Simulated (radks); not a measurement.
**Sr⁴⁺ in [Ar] 3d10 4s2 4p4: an all-electron calculation**

Wanted: eigenvalues, radial structure and energy terms of the strontium ion Sr4+.

The numbers are computed with radks (a radial shooting solver on a logarithmic mesh, Libxc functionals) version 1 (Dirac Kohn-Sham, PBE, spin-unpolarised, spherical densities, point nucleus; open shells fill j = l - 1/2 first), except any that are marked as measured or tabulated.

## 1. The atom as given

* element: strontium (Z = 38)
* charge: +4
* electrons: 34
* configuration: [Ar] 3d10 4s2 4p4

## 2. The run

Input:

```text
Z 38
configuration [Ar] 3d10 4s2 4p4 5s0 4d0
relativity Dirac
functional pbe,pbe
spin unpolarised
j_filling energy
nucleus point
c 137.035999084
```

Q: Predict the outcome of this run.

The runs gave:

```
                        quantity                   value
                    total energy     -3175.51359 hartree
exchange-correlation share of it                  3.26 %
                            −T/E                  1.0302
          highest occupied level       4p3/2, -64.083 eV
    most extended occupied level  4p3/2, <r> = 1.45 bohr
 radius at density 0.001 e/bohr³               2.99 bohr
    maxima of the radial density                       3
         ionisation energy, NIST       71 (semi-emp.) eV
```

What this shows: 4 principal shells are occupied and 3 maxima appear in the radial density; where shells overlap, one shows as a shoulder or not at all. Relativity lifts −T/E to 1.030. Minus the highest eigenvalue, 64.083 eV, is 91 % of the tabulated ionisation energy (71 eV). Spin polarisation and multiplet splitting are left out.
